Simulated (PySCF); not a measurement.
COGeFH3, in a box:

```
CELL_PARAMETERS angstrom
12.00000 0.00000 0.00000
0.00000 13.00000 0.00000
0.00000 0.00000 12.00000
ATOMIC_POSITIONS crystal
C 0.45999 0.57180 0.53999
O 0.54046 0.58152 0.45753
Ge 0.62205 0.48186 0.38994
F 0.58338 0.38337 0.47698
H 0.45695 0.49162 0.57489
H 0.48552 0.62143 0.60978
H 0.37794 0.59625 0.51666
```

The cell isn't the ideal one: atoms moved at random, drawn with an rms of 0.05 Å.

Base run:

| Quantity | Value |
| --- | --- |
| Program | PySCF 2.14.0 |
| Functional | PBE |
| Potentials or basis | 6-31g* (all-electron) |
| k mesh | 1 × 1 × 1 |
| Occupations | fixed |
| Spin | no spin polarisation |

Its results: gap between the frontier levels 3.94 eV.

Task: The run is repeated on the same cell with these changes: functional from PBE to r2SCANh. What comes out?

Result: Gap between the frontier levels 5.13 eV.

r2SCANh gives the wider gap, since exact exchange removes part of the self-interaction.

Caveats: this is a molecule in a periodic box at the Γ point, so its band gap is the HOMO-LUMO gap; relativity is left out, which matters for the heavier elements; the basis of atomic orbitals isn't converged, which shifts pressures, moduli and gaps.

